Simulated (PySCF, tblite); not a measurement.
# C5H11AlCl2O: geometry, infrared bands and NMR shifts

What infrared bands and NMR shifts should C5H11AlCl2O (`[AlH3-][O+]1CC[C@H](C(Cl)Cl)C1`) show?

Programs: tblite 0.8.0 and PySCF 2.14.0, with density-fitted response routines of our own. Each step states its level of theory. These are calculated values for one molecule in the gas phase, unless marked as measured. Atoms are numbered from 0 throughout.

### 1 Starting geometry

20 atoms, charge 0, multiplicity 1; geometry from: force field or distance geometry start.

Bonds of the start (Å): Al0–O1 1.82, O1–C2 1.37, C2–C3 1.53, C3–C4 1.53, C4–C5 1.52, C5–Cl6 1.79, C5–Cl7 1.79, C4–C8 1.51, C8–O1 1.37, Al0–H9 1.59, Al0–H10 1.60, Al0–H11 1.59, C2–H12 1.10, C2–H13 1.11, C3–H14 1.10, C3–H15 1.08, C4–H16 1.11, C5–H17 1.09, C8–H18 1.12, C8–H19 1.11.

### 2 Optimising the geometry with GFN2-xTB

The job: settings as JSON, then the geometry in Å.

```
{"job": {"kind": "relax", "xc": "GFN2-xTB", "basis": "xTB"}, "charge": 0, "multiplicity": 1}
Al     2.291100     0.452300     0.907200
O      1.154500    -0.701200     0.065700
C      0.943200    -0.405800    -1.254100
C     -0.372000     0.384500    -1.277000
C     -1.152900    -0.399400    -0.221500
C     -2.156300     0.465700     0.518800
Cl    -3.297000     1.138100    -0.691700
Cl    -3.044200    -0.565000     1.685200
C     -0.055100    -0.887800     0.691300
H      2.237800     0.279700     2.483500
H      1.998800     1.977900     0.533400
H      3.750700     0.135700     0.360700
H      1.750500     0.186500    -1.703500
H      0.780800    -1.368800    -1.788800
H     -0.212500     1.435800    -1.001900
H     -0.923900     0.295800    -2.204900
H     -1.670500    -1.252500    -0.704500
H     -1.704300     1.285200     1.075500
H     -0.133700    -0.465100     1.721500
H     -0.190200    -1.981000     0.801800
```

On the command line:

```bash
> OMP_NUM_THREADS=1 python probes_run.py task.json out
```

One launch serves the whole session: the jobs run in the order shown.

The log of the run:

```text
step      E/eV     max force
  0    -831.91657    2.865
  1    -832.21610    2.181
  2    -832.40424    1.189
  3    -832.52153    0.865
  4    -832.56899    0.525
  5    -832.59197    0.339
  6    -832.60617    0.333
  7    -832.62111    0.293
  8    -832.63035    0.185
  9    -832.63655    0.201
 10    -832.64322    0.249
 11    -832.65023    0.257
 12    -832.65601    0.229
 13    -832.66000    0.119
 14    -832.66253    0.156
 15    -832.66432    0.121
 16    -832.66575    0.099
 17    -832.66725    0.094
 18    -832.66921    0.180
 19    -832.67152    0.201
 20    -832.67360    0.127
 21    -832.67518    0.095
 22    -832.67648    0.093
 23    -832.67780    0.128
 24    -832.67920    0.100
 25    -832.68074    0.090
 26    -832.68252    0.108
 27    -832.68451    0.160
 28    -832.68627    0.132
 29    -832.68752    0.084
 30    -832.68852    0.074
 31    -832.68968    0.133
 32    -832.69112    0.163
 33    -832.69265    0.121
 34    -832.69399    0.081
 35    -832.69506    0.072
 36    -832.69603    0.109
 37    -832.69705    0.100
 38    -832.69812    0.082
 39    -832.69917    0.072
 40    -832.70013    0.087
 41    -832.70095    0.083
 42    -832.70161    0.072
 43    -832.70215    0.058
 44    -832.70259    0.050
 45    -832.70296    0.054
 46    -832.70333    0.045
 47    -832.70371    0.047
 48    -832.70409    0.047
 49    -832.70442    0.046
 50    -832.70474    0.039
 51    -832.70512    0.047
 52    -832.70570    0.064
 53    -832.70649    0.087
 54    -832.70733    0.112
 55    -832.70817    0.070
 56    -832.70902    0.075
 57    -832.71018    0.103
 58    -832.71190    0.129
 59    -832.71409    0.130
 60    -832.71628    0.115
 61    -832.71838    0.103
 62    -832.72035    0.101
 63    -832.72165    0.129
 64    -832.72321    0.097
 65    -832.72446    0.071
 66    -832.72610    0.078
 67    -832.72683    0.077
 68    -832.72836    0.102
 69    -832.72936    0.087
 70    -832.73045    0.090
 71    -832.73149    0.084
 72    -832.73262    0.097
 73    -832.73393    0.123
 74    -832.73546    0.120
 75    -832.73804    0.155
 76    -832.73932    0.147
 77    -832.74108    0.119
 78    -832.74262    0.090
 79    -832.74379    0.087
 80    -832.74466    0.068
 81    -832.74526    0.054
 82    -832.74592    0.057
 83    -832.74649    0.052
 84    -832.74727    0.066
 85    -832.74819    0.063
 86    -832.74878    0.061
 87    -832.74948    0.061
 88    -832.75018    0.069
 89    -832.75093    0.061
 90    -832.75171    0.052
 91    -832.75253    0.054
 92    -832.75326    0.051
 93    -832.75383    0.041
 94    -832.75424    0.046
 95    -832.75458    0.041
 96    -832.75489    0.038
 97    -832.75520    0.037
 98    -832.75548    0.041
 99    -832.75573    0.029
100    -832.75594    0.030
101    -832.75618    0.033
102    -832.75653    0.042
103    -832.75704    0.052
104    -832.75772    0.056
105    -832.75844    0.062
106    -832.75913    0.062
107    -832.75983    0.061
108    -832.76054    0.060
109    -832.76112    0.055
110    -832.76144    0.032
111    -832.76160    0.027
112    -832.76171    0.027
113    -832.76182    0.022
114    -832.76191    0.018
115    -832.76197    0.014
116    -832.76201    0.011
117    -832.76203    0.011
118    -832.76204    0.010
```

Run time: 2.3 s. Hardware: 1 thread of Arm Neoverse N1, shared host.

Step by step: (not every step is listed)

```csv
step,energy from step 0 (eV),largest force (eV/Å)
0,0.0000,2.8653
1,-0.2995,2.1811
2,-0.4877,1.1893
3,-0.6050,0.8653
4,-0.6524,0.5250
5,-0.6754,0.3390
6,-0.6896,0.3335
7,-0.7045,0.2927
8,-0.7138,0.1850
18,-0.7526,0.1803
28,-0.7697,0.1318
38,-0.7816,0.0822
48,-0.7875,0.0467
58,-0.7953,0.1291
68,-0.8118,0.1021
78,-0.8261,0.0903
88,-0.8336,0.0690
98,-0.8389,0.0414
108,-0.8440,0.0601
113,-0.8452,0.0217
114,-0.8453,0.0181
115,-0.8454,0.0141
116,-0.8454,0.0107
117,-0.8455,0.0108
118,-0.8455,0.0095
```

Distances of close pairs at the start and the end, largest changes first:

```
   bond  before (Å)  after (Å)  change (Å)
 Al0–O1       1.825      1.876      +0.051
  O1–C2       1.369      1.415      +0.046
  O1–C8       1.375      1.410      +0.035
 C8–H18       1.116      1.090      -0.027
  C4–C8       1.509      1.535      +0.026
Al0–H11       1.590      1.571      -0.019
 C4–H16       1.109      1.091      -0.018
 C2–H13       1.113      1.096      -0.017
```

The final coordinates are the input of the step that follows.

### 3 Vibrational analysis with GFN2-xTB

The job: settings as JSON, then the geometry in Å.

```
{"job": {"kind": "ir", "xc": "GFN2-xTB", "basis": "xTB"}, "charge": 0, "multiplicity": 1}
Al     2.075637     0.710975     1.140061
O      1.060324    -0.528149     0.164715
C      0.983533    -0.279813    -1.226175
C     -0.494909     0.034432    -1.494759
C     -1.223731    -0.470145    -0.230630
C     -1.712775     0.690601     0.629114
Cl    -2.881248     1.682824    -0.270411
Cl    -2.499897     0.076328     2.099866
C     -0.112921    -1.231985     0.504488
H      1.647151     0.180145     2.557578
H      1.423883     2.064917     0.626035
H      3.470157     0.333944     0.522690
H      1.656521     0.551609    -1.444539
H      1.312347    -1.170895    -1.772995
H     -0.649179     1.103975    -1.622874
H     -0.852178    -0.472218    -2.388816
H     -2.069694    -1.116338    -0.468856
H     -0.883416     1.337648     0.939058
H     -0.211632    -1.221759     1.589517
H     -0.043121    -2.265416     0.143899
```

The log of the run:

```text
mode    cm-1     km/mol
  1      46.1      2.64
  2      50.7      4.05
  3      81.1      1.75
  4     145.7      0.75
  5     154.7      0.84
  6     169.6      0.81
  7     224.4      3.09
  8     260.2      4.48
  9     318.8      0.81
 10     333.6      4.35
 11     343.3      1.33
 12     392.8      6.18
 13     478.8     22.66
 14     506.0     21.95
 15     660.5      2.59
 16     670.2      3.42
 17     716.7      5.11
 18     761.4    106.16
 19     769.4    198.13
 20     782.5    386.05
 21     792.7    637.40
 22     849.6      3.34
 23     911.4      6.39
 24     959.1      9.74
 25     964.5     38.77
 26     997.0      4.16
 27    1015.1      7.39
 28    1087.5      7.46
 29    1103.2     15.00
 30    1110.4     26.88
 31    1154.0      9.25
 32    1155.2     35.70
 33    1173.3      4.94
 34    1198.5      4.08
 35    1209.3      5.35
 36    1235.1     16.17
 37    1275.8     13.47
 38    1293.5      2.85
 39    1307.9      5.71
 40    1312.8      2.94
 41    1449.0      7.15
 42    1455.3      6.56
 43    1476.3      8.03
 44    1588.7    316.98
 45    1658.5    201.14
 46    1671.6    353.34
 47    2879.8      2.74
 48    2921.3     18.79
 49    2925.6     30.99
 50    2975.3      4.75
 51    2990.0      9.30
 52    3008.4      3.24
 53    3025.0     11.28
 54    3031.6      7.19
```

Run time: 1.9 s. Hardware: 1 thread of Arm Neoverse N1, shared host.

The strongest bands and the atoms that carry them (share of the mass-weighted mode):

| cm⁻¹ | km/mol | atoms |
| --- | --- | --- |
| 761 | 106.2 | H9 28 %, C5 15 %, H11 11 % |
| 769 | 198.1 | H9 32 %, H10 17 %, C5 12 % |
| 782 | 386.1 | H11 40 %, H10 33 %, H9 14 % |
| 793 | 637.4 | H10 45 %, H11 31 %, H9 14 % |
| 964 | 38.8 | H18 16 %, H12 13 %, O1 12 %, C3 12 % |
| 1589 | 317.0 | H10 95 % |
| 1658 | 201.1 | H9 94 % |
| 1672 | 353.3 | H11 93 % |

### 4 Nuclear shieldings: PBE0/pcSseg-1

Same as in step 3 but for these lines:

```diff
@@ -1,2 +1,2 @@
-{"job": {"kind": "ir", "xc": "GFN2-xTB", "basis": "xTB"}, "charge": 0, "multiplicity": 1}
+{"job": {"kind": "nmr", "xc": "PBE0", "basis": "pcSseg-1"}, "charge": 0, "multiplicity": 1}
 Al     2.075637     0.710975     1.140061
```

Method: GIAO PBE0/pcSseg-1 NMR shielding, non-relativistic, gas phase.

The log of the run:

```text
coarse grid: 18208 points
cycle   1  E = -1434.2362982775  dE =  1.130e+00  |g| = 5.428e-01  |ddm| = 4.012e+00
cycle   2  E = -1434.1856187496  dE =  5.068e-02  |g| = 7.604e-01  |ddm| = 1.084e+00
cycle   3  E = -1434.3027310236  dE = -1.171e-01  |g| = 8.034e-02  |ddm| = 6.618e-01
cycle   4  E = -1434.3040177781  dE = -1.287e-03  |g| = 3.386e-02  |ddm| = 1.033e-01
cycle   5  E = -1434.3042771999  dE = -2.594e-04  |g| = 8.925e-03  |ddm| = 3.827e-02
cycle   6  E = -1434.3042925992  dE = -1.540e-05  |g| = 2.924e-03  |ddm| = 9.987e-03
cycle   7  E = -1434.3042940431  dE = -1.444e-06  |g| = 8.341e-04  |ddm| = 2.915e-03
final grid: 161728 points
cycle   8  E = -1434.3667486912  dE = -5.122e-05  |g| = 1.202e-02  |ddm| = 3.641e-02
cycle   9  E = -1434.3667235690  dE =  2.512e-05  |g| = 1.668e-02  |ddm| = 1.758e-02
cycle  10  E = -1434.3667744328  dE = -5.086e-05  |g| = 1.507e-03  |ddm| = 1.107e-02
cycle  11  E = -1434.3667748230  dE = -3.902e-07  |g| = 3.545e-04  |ddm| = 1.638e-03
cycle  12  E = -1434.3667748506  dE = -2.762e-08  |g| = 7.752e-05  |ddm| = 3.471e-04
cycle  13  E = -1434.3667748519  dE = -1.234e-09  |g| = 2.648e-05  |ddm| = 9.540e-05
cycle  14  E = -1434.3667748520  dE = -1.587e-10  |g| = 8.424e-06  |ddm| = 3.307e-05
converged SCF energy = -1434.3667748520

GIAO shielding tensors (ppm)
atom      isotropic    diamagn.    paramagn.     s11        s22        s33       span
  0 Al     406.098     794.882    -388.784    378.306    405.651    434.335     56.029
  1 O      284.358     401.091    -116.733    207.722    308.385    336.967    129.245
  2 C      112.976     245.571    -132.595     68.625    101.759    168.544     99.918
  3 C      155.808     249.736     -93.928    126.670    162.467    178.285     51.616
  4 C      130.209     251.755    -121.546    109.165    131.346    150.117     40.952
  5 C       98.240     242.926    -144.685     53.564    115.286    125.871     72.308
  6 Cl     694.740    1145.325    -450.585    444.506    621.252   1018.463    573.958
  7 Cl     675.706    1145.687    -469.981    421.614    595.620   1009.885    588.272
  8 C      110.000     245.786    -135.786     70.872    100.654    158.473     87.601
  9 H       27.579      29.598      -2.019     23.920     26.952     31.865      7.945
 10 H       27.500      29.841      -2.341     23.833     27.738     30.930      7.097
 11 H       27.406      29.300      -1.895     23.511     25.837     32.869      9.359
 12 H       26.919      29.431      -2.513     22.267     26.198     32.291     10.024
 13 H       27.859      29.266      -1.407     22.162     26.539     34.876     12.714
 14 H       29.287      29.929      -0.642     23.857     30.239     33.764      9.907
 15 H       29.621      30.011      -0.390     24.334     27.512     37.018     12.685
 16 H       29.084      31.712      -2.628     25.556     28.471     33.226      7.669
 17 H       25.482      27.692      -2.210     22.951     23.476     30.020      7.069
 18 H       26.816      29.568      -2.752     22.300     27.800     30.348      8.048
 19 H       27.942      29.931      -1.989     22.463     26.912     34.451     11.988
```

Run time: 1.9 min. Hardware: 1 thread of Arm Neoverse N1, shared host; peak memory 1.1 GiB.

Shifts follow as δ = σ(reference) − σ, with reference shieldings (ppm) from runs at the same level and on the same kind of geometry: 1H TMS 31.72, 13C TMS 186.9, 17O H2O 336.1, 27Al AlH4- 490.0, 35Cl HCl 950. The references are single molecules in the gas phase, so shifts against H2O, NH3, PH3, H3PO4 or CFCl3 are not on the usual liquid scales and can be off by tens of ppm. Shifts against hydride references such as AlH4− lie on their own scale. Atoms listed in one row are averaged.

```
       atoms                           environment  σ (ppm)  δ (ppm)
          C5                 sp3 CH bonded to 2 Cl     98.2     88.7
          C8                   sp3 CH2 bonded to O    110.0     76.9
          C2                   sp3 CH2 bonded to O    113.0     73.9
          C4                      sp3 CH in a ring    130.2     56.7
          C3                     sp3 CH2 in a ring    155.8     31.1
         H17  hydrogen on an sp3 CH bonded to 2 Cl    25.48     6.23
         H18    hydrogen on an sp3 CH2 bonded to O    26.82     4.90
         H12    hydrogen on an sp3 CH2 bonded to O    26.92     4.80
H9, H10, H11  hydrogen on an aluminium bonded to O    27.49     4.22
         H13    hydrogen on an sp3 CH2 bonded to O    27.86     3.86
         H19    hydrogen on an sp3 CH2 bonded to O    27.94     3.77
         H16       hydrogen on an sp3 CH in a ring    29.08     2.63
         H14      hydrogen on an sp3 CH2 in a ring    29.29     2.43
         H15      hydrogen on an sp3 CH2 in a ring    29.62     2.10
         Al0            aluminium bonded to O, 3 H    406.1     83.9
          O1        donor oxygen of a Lewis adduct    284.4     51.7
         Cl7                  chlorine bonded to C      676      274
         Cl6                  chlorine bonded to C      695      255
```

Charges from the same density, by scheme (e):

```
atoms  Mulliken    IAO  Hirshfeld  ESP fit
  Al0      0.71   0.47       0.30     0.74
   O1     -0.63  -0.32      -0.04    -0.21
   C2      0.08  -0.06       0.03     0.13
   C3     -0.18  -0.29      -0.07    -0.13
   C4     -0.31  -0.13      -0.04     0.04
   C5     -0.22  -0.09       0.04    -0.49
  Cl6     -0.04  -0.07      -0.03    -0.01
  Cl7     -0.04  -0.07      -0.03    -0.01
   C8      0.17  -0.06       0.02    -0.16
```

Mayer bond orders: Al0–O1 0.30, O1–C2 0.80, C2–C3 1.04, C3–C4 0.99, C4–C5 0.91, C5–Cl6 1.03, C5–Cl7 1.04, C4–C8 1.00, C8–O1 0.82.

Ring of atoms O1, C2, C3, C4, C8: NICS(0) -7.8, NICS(1) -3.9, NICS(1)zz -5.9 ppm (means of both faces).

Orbitals, density, ELF and potential are computed afterwards from the orbital file.

Frontier orbitals at PBE0/pcSseg-1, with the share of their density that lies nearest to each atom:

```
orbital  energy (eV)                      lies on
   HOMO        -7.55  H11 47 %; H10 35 %; Al0 8 %
   LUMO        -0.23  Cl6 24 %; C5 24 %; Cl7 19 %
```

ELF in a plane through or near 6 of the atoms.

Ten even steps from ' ' (0.00) to '@' (1.00):
```
                                                        
                                                        
                ::==--..        ..--====::..            
            ..##@@@@@@%%--    ..++##%%%%##++::          
            --%%@@@@@@@@++    ..**%%@@@@%%##==          
            ::%%@@@@@@@@==      --######%%##==          
          ::::----++####::    ..::**######++..          
      ==%%@@##  **##..      ::++++--##++..              
    ::@@@@@@@@====**  ----    ==**--====......          
    --@@@@@@@@@@..  --####::  ==%%@@**::..----..        
    ..%%@@@@@@@@::  ::++==....****++::    ::--..        
      ++@@@@@@++    ::======++##%%++..    ....          
        ::==..  ..**%%==::%%--++==--                    
                ..++##**--**++##@@%%::                  
                  ..::--::..**@@@@@@##                  
                            ==@@@@@@##                  
                            ..##@@##::                  
                                                        
                                                        
                                                        
```
The map spans 12.2 Å across and 9.9 Å up, centred on the molecule. Atoms in the plane (x, y in Å): Al0 (-2.2, 1.1), C2 (-0.9, -1.3), C3 (0.6, -1.4), C5 (1.6, 0.9), H11 (-3.5, 0.2), H15 (1.1, -2.3).

On the surface of density 0.002 e/bohr³ the electrostatic potential runs, from the 1st to the 99th percentile, from -1.10 to 1.65 V.

### 5 Results

```
                                                              quantity                                                     value
                             strongest single infrared mode (GFN2-xTB)                                      793 cm⁻¹, 637 km/mol
                                          zero-point energy (GFN2-xTB)                                             90.1 kcal/mol
                                13C shifts against TMS (PBE0/pcSseg-1)                          88.7, 76.9, 73.9, 56.7, 31.1 ppm
1H shifts against TMS (PBE0/pcSseg-1, means over atoms taken as alike)  6.23, 4.90, 4.80, 4.22, 3.86, 3.77, 2.63, 2.43, 2.10 ppm
                             27Al shifts against AlH4- (PBE0/pcSseg-1)                                                  83.9 ppm
                                17O shifts against H2O (PBE0/pcSseg-1)                                                  51.7 ppm
                               35Cl shifts against HCl (PBE0/pcSseg-1)                                              274, 255 ppm
                                 surface potential, 1st and 99th percentile                                        -1.10 V and 1.65 V
```

The optimisation took 118 steps and gained 0.845 eV; among the close pairs (by a distance rule), Al0–O1 changed most, from 1.825 to 1.876 Å. No mode is imaginary among the 54: a minimum at this level. The strongest single mode, at 793 cm⁻¹, moves mainly H10 and H11. GFN2-xTB is a fitted tight-binding method: band positions and strengths are rough. Its intensities can rank the bands wrongly. C5 stands next to heavy halogen, whose spin-orbit shielding this run leaves out, so the computed shift lies too far downfield, most of all for carbon beside Br or I. H17 (hydrogen on an sp3 CH bonded to 2 Cl) lies farthest downfield among hydrogen, at 6.23 ppm; its carbon carries Cl, which withdraws density.
